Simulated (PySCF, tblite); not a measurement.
# CH₁₀Ge₂OSi: a rotation path, then NMR shifts on frames, part 2 of 2

tblite 0.8.0 and PySCF 2.14.0. Atoms count from 0. Earlier steps stand in the parts before.

## Step 5: Nuclear shieldings: image 3, PBE0/pcSseg-1

The job: settings as JSON, then the geometry in Å.

```
{"job": {"kind": "nmr", "xc": "PBE0", "basis": "pcSseg-1", "pop": false}, "charge": 0, "multiplicity": 1}
C      2.490700     0.355600     0.627600
O      1.667700     0.538600    -0.498800
Ge     0.713700    -0.732000    -1.317200
Ge    -1.611000    -0.300500    -0.890300
Si    -2.262300     0.578800     1.193300
H      3.303900    -0.344500     0.420100
H      2.917600     1.329200     0.875600
H      1.927200    -0.011100     1.490100
H      1.283200    -2.065400    -0.824900
H      1.194000    -0.603300    -2.752500
H     -2.077500     0.563000    -2.046300
H     -2.340200    -1.587500    -1.230600
H     -1.892000     1.990900     1.291700
H     -3.711600     0.454200     1.361200
H     -1.607900    -0.158000     2.279200
```

With the program's defaults for keys left out, this is: GIAO PBE0/pcSseg-1 NMR shielding, non-relativistic, gas phase.

Standard output:

```text
coarse grid: 56328 points
cycle   1  E = -4561.4389190194  dE = -1.157e+00  |g| = 1.354e+00  |ddm| = 3.555e+00
cycle   2  E = -4561.1163500698  dE =  3.226e-01  |g| = 1.811e+00  |ddm| = 2.199e+00
cycle   3  E = -4561.5704811186  dE = -4.541e-01  |g| = 3.945e-01  |ddm| = 1.876e+00
cycle   4  E = -4561.5978573263  dE = -2.738e-02  |g| = 8.760e-02  |ddm| = 3.163e-01
cycle   5  E = -4561.5986112707  dE = -7.539e-04  |g| = 1.820e-02  |ddm| = 7.562e-02
cycle   6  E = -4561.5986743620  dE = -6.309e-05  |g| = 4.526e-03  |ddm| = 2.309e-02
cycle   7  E = -4561.5986793571  dE = -4.995e-06  |g| = 9.116e-04  |ddm| = 4.393e-03
final grid: 114144 points
cycle   8  E = -4561.5986518107  dE = -4.720e-09  |g| = 1.037e-03  |ddm| = 2.438e-03
cycle   9  E = -4561.5986516866  dE =  1.241e-07  |g| = 1.339e-03  |ddm| = 1.923e-03
cycle  10  E = -4561.5986519976  dE = -3.111e-07  |g| = 2.052e-04  |ddm| = 1.158e-03
cycle  11  E = -4561.5986520050  dE = -7.336e-09  |g| = 1.681e-05  |ddm| = 1.384e-04
cycle  12  E = -4561.5986520050  dE = -5.093e-11  |g| = 2.402e-06  |ddm| = 1.756e-05
converged SCF energy = -4561.5986520050

GIAO shielding tensors (ppm)
atom      isotropic    diamagn.    paramagn.     s11        s22        s33       span
  0 C      127.783     242.355    -114.572     95.171    103.310    184.868     89.697
  1 O      364.661     402.400     -37.738    316.200    368.461    409.322     93.122
  2 Ge    1350.182    2755.565   -1405.383   1144.566   1294.148   1611.832    467.266
  3 Ge    1720.475    2758.502   -1038.027   1675.308   1718.884   1767.234     91.926
  4 Si     457.487     879.639    -422.151    449.800    453.633    469.029     19.228
  5 H       28.164      28.312      -0.148     23.749     25.253     35.490     11.741
  6 H       27.710      28.477      -0.767     23.398     24.757     34.976     11.578
  7 H       28.158      30.961      -2.803     23.183     26.391     34.901     11.718
  8 H       26.312      29.352      -3.040     20.213     22.291     36.431     16.218
  9 H       26.091      28.792      -2.701     18.857     21.835     37.581     18.724
 10 H       28.251      29.957      -1.706     21.255     22.984     40.515     19.260
 11 H       28.507      29.867      -1.360     21.445     22.976     41.101     19.656
 12 H       27.882      28.574      -0.693     24.024     25.810     33.811      9.787
 13 H       27.916      27.980      -0.063     23.848     25.284     34.618     10.770
 14 H       27.941      28.689      -0.748     23.829     26.410     33.583      9.754
```

Run time: 26 s. Hardware: 1 thread of Arm Neoverse V2, shared host; peak memory 0.94 GiB.

In short: δ C0 59.1, O1 -28.6, Ge2 -19, Ge3 -390, H9 5.63, H8 5.41 ppm.

## Step 6: Shielding tensors: image 5, PBE0/pcSseg-1

The job: settings as JSON, then the geometry in Å.

```
{"job": {"kind": "nmr", "xc": "PBE0", "basis": "pcSseg-1", "pop": false}, "charge": 0, "multiplicity": 1}
C      2.636100     0.348000     0.542100
O      1.299500     0.350400     0.103900
Ge     0.640000    -0.788500    -1.100700
Ge    -1.679600    -0.261500    -0.935000
Si    -2.381300     0.612300     1.134200
H      3.329800     0.058000    -0.250900
H      2.884000     1.357300     0.876300
H      2.759200    -0.344100     1.379500
H      1.106800    -2.180900    -0.657100
H      1.461500    -0.564600    -2.375900
H     -2.029600     0.592700    -2.139000
H     -2.404600    -1.539400    -1.320800
H     -2.036000     2.029500     1.240000
H     -3.836000     0.472100     1.255300
H     -1.754100    -0.133400     2.226300
```

Level: GIAO PBE0/pcSseg-1 NMR shielding, non-relativistic, gas phase.

Standard output:

```text
coarse grid: 56328 points
cycle   1  E = -4561.4417488431  dE = -1.145e+00  |g| = 1.351e+00  |ddm| = 3.548e+00
cycle   2  E = -4561.1347272540  dE =  3.070e-01  |g| = 1.788e+00  |ddm| = 2.017e+00
cycle   3  E = -4561.5716547117  dE = -4.369e-01  |g| = 3.966e-01  |ddm| = 1.658e+00
cycle   4  E = -4561.5990733113  dE = -2.742e-02  |g| = 8.685e-02  |ddm| = 3.048e-01
cycle   5  E = -4561.5998135284  dE = -7.402e-04  |g| = 1.808e-02  |ddm| = 7.287e-02
cycle   6  E = -4561.5998740864  dE = -6.056e-05  |g| = 4.622e-03  |ddm| = 2.139e-02
cycle   7  E = -4561.5998790815  dE = -4.995e-06  |g| = 8.127e-04  |ddm| = 4.189e-03
final grid: 114144 points
cycle   8  E = -4561.5998985609  dE = -2.551e-09  |g| = 9.538e-04  |ddm| = 2.160e-03
cycle   9  E = -4561.5998984337  dE =  1.272e-07  |g| = 1.271e-03  |ddm| = 1.893e-03
cycle  10  E = -4561.5998987447  dE = -3.109e-07  |g| = 1.994e-04  |ddm| = 1.116e-03
cycle  11  E = -4561.5998987517  dE = -7.020e-09  |g| = 1.600e-05  |ddm| = 1.242e-04
cycle  12  E = -4561.5998987517  dE = -3.638e-11  |g| = 2.586e-06  |ddm| = 1.708e-05
converged SCF energy = -4561.5998987517

GIAO shielding tensors (ppm)
atom      isotropic    diamagn.    paramagn.     s11        s22        s33       span
  0 C      126.766     240.743    -113.977     95.583     97.907    186.808     91.225
  1 O      356.152     404.960     -48.808    328.371    354.215    385.872     57.501
  2 Ge    1352.757    2756.869   -1404.112   1157.593   1283.512   1617.166    459.573
  3 Ge    1716.964    2758.331   -1041.367   1664.369   1715.513   1771.010    106.641
  4 Si     456.385     879.513    -423.128    449.853    453.020    466.282     16.429
  5 H       28.390      28.189       0.201     23.950     25.415     35.806     11.856
  6 H       27.722      28.467      -0.744     22.953     24.865     35.350     12.397
  7 H       27.899      28.911      -1.012     23.328     25.023     35.345     12.017
  8 H       26.304      29.830      -3.526     20.163     21.785     36.964     16.801
  9 H       26.145      29.380      -3.236     19.818     21.411     37.204     17.386
 10 H       28.213      29.737      -1.524     21.201     22.746     40.691     19.490
 11 H       28.453      29.777      -1.324     21.432     22.848     41.080     19.649
 12 H       27.952      28.458      -0.507     24.082     25.855     33.917      9.835
 13 H       27.964      27.828       0.136     23.842     25.373     34.676     10.834
 14 H       27.963      28.670      -0.706     23.717     26.630     33.543      9.826
```

Run time: 28 s. Hardware: 1 thread of Arm Neoverse V2, shared host; peak memory 0.95 GiB.

In short: δ C0 60.2, O1 -20.1, Ge2 -22, Ge3 -386, H9 5.57, H8 5.41 ppm.

## Step 7: NMR shieldings: image 8, PBE0/pcSseg-1

The job: settings as JSON, then the geometry in Å.

```
{"job": {"kind": "nmr", "xc": "PBE0", "basis": "pcSseg-1", "pop": false}, "charge": 0, "multiplicity": 1}
C      2.507400     0.342000     0.619600
O      1.163500     0.147000     0.262100
Ge     0.641000    -0.807300    -1.154900
Ge    -1.705600    -0.502600    -0.867000
Si    -2.242600     0.753900     1.049000
H      3.072600     0.807700    -0.192700
H      2.527400     1.000000     1.490600
H      2.991300    -0.604400     0.877200
H      1.316200    -2.175100    -0.998500
H      1.393500    -0.207200    -2.348300
H     -2.224500     0.074800    -2.172400
H     -2.338600    -1.881000    -0.939700
H     -1.558000     2.044800     1.005600
H     -3.688400     0.997500     1.093200
H     -1.859700     0.017800     2.254200
```

With the program's defaults for keys left out, this is: GIAO PBE0/pcSseg-1 NMR shielding, non-relativistic, gas phase.

Standard output:

```text
coarse grid: 56328 points
cycle   1  E = -4561.4425767717  dE = -1.141e+00  |g| = 1.350e+00  |ddm| = 3.548e+00
cycle   2  E = -4561.1213948409  dE =  3.212e-01  |g| = 1.805e+00  |ddm| = 2.048e+00
cycle   3  E = -4561.5705313127  dE = -4.491e-01  |g| = 4.099e-01  |ddm| = 1.695e+00
cycle   4  E = -4561.5998969969  dE = -2.937e-02  |g| = 8.718e-02  |ddm| = 3.148e-01
cycle   5  E = -4561.6006365836  dE = -7.396e-04  |g| = 1.892e-02  |ddm| = 7.479e-02
cycle   6  E = -4561.6007034782  dE = -6.689e-05  |g| = 4.812e-03  |ddm| = 2.246e-02
cycle   7  E = -4561.6007088203  dE = -5.342e-06  |g| = 8.666e-04  |ddm| = 4.320e-03
final grid: 114144 points
cycle   8  E = -4561.6006969918  dE = -5.458e-09  |g| = 9.858e-04  |ddm| = 2.189e-03
cycle   9  E = -4561.6006968699  dE =  1.219e-07  |g| = 1.289e-03  |ddm| = 1.939e-03
cycle  10  E = -4561.6006971830  dE = -3.130e-07  |g| = 2.060e-04  |ddm| = 1.137e-03
cycle  11  E = -4561.6006971904  dE = -7.476e-09  |g| = 1.737e-05  |ddm| = 1.313e-04
cycle  12  E = -4561.6006971905  dE = -5.821e-11  |g| = 2.633e-06  |ddm| = 1.847e-05
converged SCF energy = -4561.6006971905

GIAO shielding tensors (ppm)
atom      isotropic    diamagn.    paramagn.     s11        s22        s33       span
  0 C      126.264     240.887    -114.624     95.422     96.926    186.442     91.020
  1 O      345.367     404.743     -59.376    314.459    351.011    370.632     56.173
  2 Ge    1353.268    2756.819   -1403.552   1176.583   1269.610   1613.612    437.029
  3 Ge    1709.202    2758.602   -1049.400   1641.911   1710.485   1775.210    133.298
  4 Si     456.400     879.542    -423.142    450.767    453.244    465.191     14.424
  5 H       28.187      28.482      -0.296     23.962     24.973     35.624     11.662
  6 H       27.652      28.813      -1.161     22.684     25.089     35.183     12.499
  7 H       28.131      28.512      -0.381     23.891     24.918     35.583     11.692
  8 H       26.236      29.528      -3.292     20.086     21.426     37.195     17.109
  9 H       26.244      29.547      -3.303     20.144     21.393     37.195     17.051
 10 H       28.246      29.794      -1.548     21.215     22.745     40.777     19.562
 11 H       28.267      29.728      -1.461     21.280     22.680     40.842     19.562
 12 H       27.965      28.754      -0.789     23.738     26.634     33.523      9.785
 13 H       28.026      27.888       0.138     23.963     25.345     34.769     10.805
 14 H       28.000      28.641      -0.641     24.062     26.131     33.807      9.746
```

Wall time 27 s (1 thread of Arm Neoverse V2, shared host); peak memory 0.95 GiB.

In short: δ C0 60.7, O1 -9.3, Ge2 -22, Ge3 -378, H8 5.48, H9 5.47 ppm.

## Step 8: Comparing the runs: NMR shifts

Shifts (ppm) of some atoms, chosen among heavy atoms and hydrogens apart, with basis size and wall time:

```
  frame    C0    H7   H11     O1  Ge2   Ge3     Si4  functions  time
image 0  59.1  3.33  3.05   -4.5  -18  -413  -105.5        190  34 s
image 1  58.6  3.32  3.08   -7.1  -20  -410  -106.5        190  27 s
image 3  59.1  3.56  3.21  -28.6  -19  -390  -108.3        190  26 s
image 5  60.2  3.82  3.26  -20.1  -22  -386  -107.2        190  28 s
image 8  60.7  3.59  3.45   -9.3  -22  -378  -107.2        190  27 s
```

## Step 9: What came out

This closing draws on all 2 parts.

| quantity | value |
| --- | --- |
| lowest and highest image | -0.053 and 0.083 eV |
| ¹³C shifts against TMS (PBE0/pcSseg-1, image 0) | 59.1 ppm |
| ¹H shifts against TMS (PBE0/pcSseg-1, image 0) | 5.59, 5.45, 4.11, 3.96, 3.91, 3.88, 3.60, 3.34, 3.33, 3.05 ppm |
| ¹⁷O shifts against H2O (PBE0/pcSseg-1, image 0) | -4.5 ppm |
| ⁷³Ge shifts against GeMe4 (PBE0/pcSseg-1, image 0) | -18, -413 ppm |
| ²⁹Si shifts against TMS (PBE0/pcSseg-1, image 0) | -105.5 ppm |
| surface potential, 1st and 99th percentile | -1.51 V and 1.18 V |
| range of the shift of Ge3 | -413 to -378 ppm |

The band dips 1.2 kcal/mol below its start, so the start is not the lowest point of the turn; from the lowest image the climb to the highest is 3.1 kcal/mol (GFN2-xTB, rough). Shifts at one fixed geometry are not the observed spectrum, which averages over the motion. In the first frame run (image 0): Shielding is most anisotropic at Ge2 (span 473 ppm, paramagnetic term -1407 ppm). At PBE0/pcSseg-1, counted by nearest atom on the grid, the HOMO lies on O1 51 %; Ge3 10 %, the LUMO on Ge2, Ge3 about 18 % each; H9 13 %. Across the 5 runs the shift of Ge3 moves most, between -413 (image 0) and -378 ppm (image 8). Spin-orbit coupling is left out, which matters for shieldings and couplings at and beside the heavy atoms.
